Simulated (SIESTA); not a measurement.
BiTe:

```xyz
2
Lattice="0.0000 3.2350 3.2350 3.2350 0.0000 3.2350 3.2350 3.2350 0.0000" Properties=species:S:1:pos:R:3 pbc="T T T"
Bi    0.0000    0.0000    0.0000
Te    3.2350    3.2350    3.2350
```

| Quantity | Value |
| --- | --- |
| Program | SIESTA 5.4.2 |
| Task | single point |
| Functional | PBE |
| Potentials or basis | PseudoDojo 0.4 standard (PBE files) |
| Basis | DZP (energy shift 0.002 Ry) |
| Grid cutoff | 500 Ry |
| Energy shift | 0.002 Ry |
| k mesh | 7 × 7 × 7 |
| Occupations | fermi-dirac, width 0.05 eV |
| Spin | no spin polarisation |

On this cell: pressure 1.8 GPa; largest force zero by symmetry; band gap on the k mesh none (metal or under the smearing width).

The same run follows on a disturbed copy (atoms moved at random, drawn with an rms of 0.05 Å):

```
CELL_PARAMETERS angstrom
0.00000 3.23500 3.23500
3.23500 0.00000 3.23500
3.23500 3.23500 0.00000
ATOMIC_POSITIONS crystal
Bi 0.98294 0.99120 0.02381
Te 0.49611 0.49225 0.50219
```

Question: What does the disturbed cell give?

Answer: The energy (extrapolated to zero smearing) moves by +6.4 meV/atom; pressure 2.0 GPa; largest force 0.303 eV/Å; band gap on the k mesh none (metal or under the smearing width).

Forces in eV/Å, atoms in the order of the input:
```
Bi  -0.236 -0.093  0.166
Te   0.236  0.093 -0.166
```

Stress tensor (GPa, compression positive):
```
 2.01 -0.05  0.12
-0.05  1.94  0.06
 0.12  0.06  1.97
```

Caveats: semicore shells carry a single zeta, which can move pressures by several GPa and volumes by a few percent; spin-orbit coupling is left out, which moves the levels of the heavy elements; the basis of atomic orbitals isn't converged, which shifts pressures, moduli and gaps.
